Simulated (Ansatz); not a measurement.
**GeH8OSi2: a ladder of functionals and wavefunction methods**

Aim: compute GeH8OSi2 with functionals from several rungs and with coupled cluster, and see how far each lands from CCSD(T) at the basis-set limit for the atomisation energy.

Program: Ansatz 0.2.0, Gaussian basis. Level of theory: functionals in def2-TZVPP, the program's frozen cores in correlated methods. These are calculated values, not measurements.

The runs, in order: PBE-D4, r2SCAN-D4, PBE0-D4, B3LYP-D4, ωB97X-V, ωB97M-V, B2PLYP; CCSD(T)/def2-TZVPP; MP2/def2-QZVPP; extrapolation to the limit.

### 1 The relaxed structure

All runs share one geometry, relaxed beforehand with PBE0-D4 in a triple-zeta def2 set.

SMILES `[OH][GeH2][SiH2][SiH3]`, 12 atoms, charge 0, spin multiplicity 1.

Atoms are counted from 1 here; the program's logs count them from 0.

Bond lengths: O1–Ge2 1.791 Å, O1–H5 0.960 Å, Ge2–Si3 2.391 Å, Ge2–H6 1.536 Å, Ge2–H7 1.546 Å, Si3–Si4 2.337 Å, Si3–H8 1.488 Å, Si3–H9 1.490 Å, Si4–H10 1.488 Å, Si4–H11 1.489 Å, Si4–H12 1.487 Å. Angles: Ge2–O1–H5 112.6°, O1–Ge2–Si3 109.1°, O1–Ge2–H6 103.5°, O1–Ge2–H7 109.3°, Si3–Ge2–H6 113.9°, Si3–Ge2–H7 110.9°, H6–Ge2–H7 109.8°, Ge2–Si3–Si4 108.5°, Ge2–Si3–H8 109.5°, Ge2–Si3–H9 109.9°, Si4–Si3–H8 110.2°, Si4–Si3–H9 110.1°, H8–Si3–H9 108.7°, Si3–Si4–H10 109.5°, Si3–Si4–H11 109.3°, Si3–Si4–H12 112.2°, H10–Si4–H11 108.1°, H10–Si4–H12 109.0° and more.

### 2 PBE-D4 (GGA)

The input, in.yaml:

```yaml
crystal:
  periodic: [false, false, false]
  atoms:
    - {symbol: O, position_ang: [-2.085851, 1.269236, -0.531876]}
    - {symbol: Ge, position_ang: [-0.773110, 1.529041, 0.658188]}
    - {symbol: Si, position_ang: [0.348893, -0.545790, 1.048866]}
    - {symbol: Si, position_ang: [1.067629, -1.398075, -1.005264]}
    - {symbol: H, position_ang: [-1.759288, 0.959083, -1.379156]}
    - {symbol: H, position_ang: [-1.507829, 2.079338, 1.889318]}
    - {symbol: H, position_ang: [0.207265, 2.593071, 0.112996]}
    - {symbol: H, position_ang: [-0.587207, -1.501367, 1.701501]}
    - {symbol: H, position_ang: [1.516439, -0.329125, 1.948716]}
    - {symbol: H, position_ang: [2.087225, -0.487340, -1.592561]}
    - {symbol: H, position_ang: [-0.089074, -1.464523, -1.941229]}
    - {symbol: H, position_ang: [1.652008, -2.758845, -0.875299]}
basis:
  gaussian: {orbitals: def2-TZVPP}
hamiltonian: {xc: pbe, dispersion: d4}
output: {forces: true, orbitals: {seedname: orbitals}}
```

The run is started by

```sh
ansatz run in.yaml --threads 4 --pin off --events-out ev --progress --plain --max-ram 10444MiB
```

After this run come: r2SCAN-D4 (meta-GGA); PBE0-D4 (hybrid); B3LYP-D4 (hybrid); ωB97X-V (range-separated); ωB97M-V (range-separated); B2PLYP (double hybrid); CCSD(T) in def2-TZVPP; MP2 in def2-QZVPP.

Before running them: what should the planned runs give, taken together? Wanted: atomisation energy, CCSD(T)/CBS; farthest; mean size of error, hybrid; mean size of error, range-separated; gap, smallest and largest; T1 diagnostic; triples share of the correlation energy.

As calculated:

```
                               quantity                                  value
        atomisation energy, CCSD(T)/CBS                          3552.2 kJ/mol
 functionals within 35.5 kJ/mol (1.0 %)  r2SCAN-D4, B3LYP-D4, ωB97X-V, ωB97M-V
                               farthest                  B2PLYP (-76.9 kJ/mol)
             mean size of error, hybrid                            52.5 kJ/mol
    mean size of error, range-separated                            23.1 kJ/mol
              gap, smallest and largest   5.01 eV (PBE-D4), 11.26 eV (ωB97X-V)
                          T1 diagnostic                                 0.0128
triples share of the correlation energy                                  3.4 %
```

In words: PBE-D4 is off by -46.7 kJ/mol. Double hybrids carry the basis error of their MP2 part in triple zeta, and no dispersion term here, so their miss is partly the set-up's. Misses under about 35.5 kJ/mol are within the doubt on the reference itself, which lacks core-valence correlation, relativity and higher excitations, and its outer-core shells are covered unevenly. Hartree-Fock recovers 73 % of the binding; the rest is correlation. The gap grows from 5.0 to 11.3 eV across the functionals, mostly with the share of exact exchange. Correlated methods include outer-core shells of Ge, which these sets cover unevenly.
